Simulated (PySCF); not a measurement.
# WF₃: relaxation and vibrations of the doublet

The task is one start of a wider search on WF₃: the doublet, from a T-shaped start. It is relaxed, tested by its Hessian and followed downhill if it is a saddle.

The runs use PySCF 2.14.0; PBE0, basis W def2-TZVP with ECP60, F def2-TZVP, scalar-relativistic core potentials, no spin–orbit coupling, density fitting.

## Step 1: The system as given

4 atoms, charge 0, spin multiplicity 2.

Bond lengths: W1–F2 2.010 Å, W1–F3 2.010 Å, W1–F4 2.010 Å. Angles: F2–W1–F3 88.0°, F2–W1–F4 88.0°, F3–W1–F4 176.0°.

Z-matrix (Å, degrees; charge 0 multiplicity 2):
```
W
F  1 2.0100
F  1 2.0100 2 88.00
F  1 2.0100 2 88.00 3 180.00
```

## Step 2: The SCF at the typed geometry

One driver script runs all steps and calls PySCF; scf.py shows how it sets up the SCF of each step. The optimiser is the driver's own. After this first run the driver tries any further starts and a stability analysis.

scf.py reads:

```python
from pyscf import gto, scf, dft
mol = gto.M(atom='''
W      0.000000     0.000000     0.000000
F      0.000000     0.000000     2.010000
F      2.008800     0.000000     0.070100
F     -2.008800     0.000000     0.070100''',
    basis={'W': 'def2-TZVP', 'F': 'def2-TZVP'},
    ecp={'W': 'def2-TZVP'},
    charge=0, spin=1)
mf = dft.UKS(mol, xc='PBE0')
mf.grids.atom_grid = (50, 194)
aux = {'W': 'def2-universal-JKFIT', 'F': 'def2-universal-JKFIT'}
mf = mf.density_fit(auxbasis=aux)
mf.conv_tol = 1e-08
mf.diis_space = 10
mf.max_cycle = 60
mf.init_guess = 'minao'
mf.verbose = 4
mf.kernel()
```

The run is started by

```
OMP_NUM_THREADS=4 python axn.py task.json out
```

The runs that follow: Relaxation: T-shaped start, doublet; Hessian and properties; Leaving the saddle point; Frequencies.

Before running it: what results should come out? Wanted: minimum; geometry; wavenumbers; dipole moment; highest occupied, lowest empty level; polar-tensor charge of W1; zero-point energy; atomisation energy; ⟨S²⟩.

The runs gave:

| quantity | value |
| --- | --- |
| minimum | doublet, Cs |
| geometry | W–F 1.824 Å, W–F 1.840 Å (×2); F–W–F 108.0°, F–W–F 126.0° (×2) |
| wavenumbers (cm⁻¹) | 56 (a''), 161 (a'), 165 (a'), 650 (a''), 681 (a'), 729 (a') |
| dipole moment | 0.68 D |
| highest occupied, lowest empty level (either spin) | -6.35, -2.91 eV |
| polar-tensor charge of W1 | +1.70 e |
| zero-point energy | 14.6 kJ/mol |
| entropy at 298.15 K | 335.6 J/(mol K) |
| atomisation energy (no zero-point energy) | 1601 kJ/mol |
| ⟨S²⟩ | 1.234 |

In words: From C2v at the start the molecule goes to a Cs minimum. The determinant is spin-contaminated (⟨S²⟩ = 1.23 against 0.75), so it is no pure spin state. The strongest infrared band lies at 729 cm⁻¹ (a', stretch). Most of the spin sits on W1 (Mulliken spin 0.98, against 1 for the whole molecule). The first SCF alone would have been 18 kJ/mol too high. Other starts or spin states, not run here, may lie lower. One determinant may miss the lowest occupation of an open d or f shell. With an element this heavy the missing spin–orbit coupling can shift these numbers.
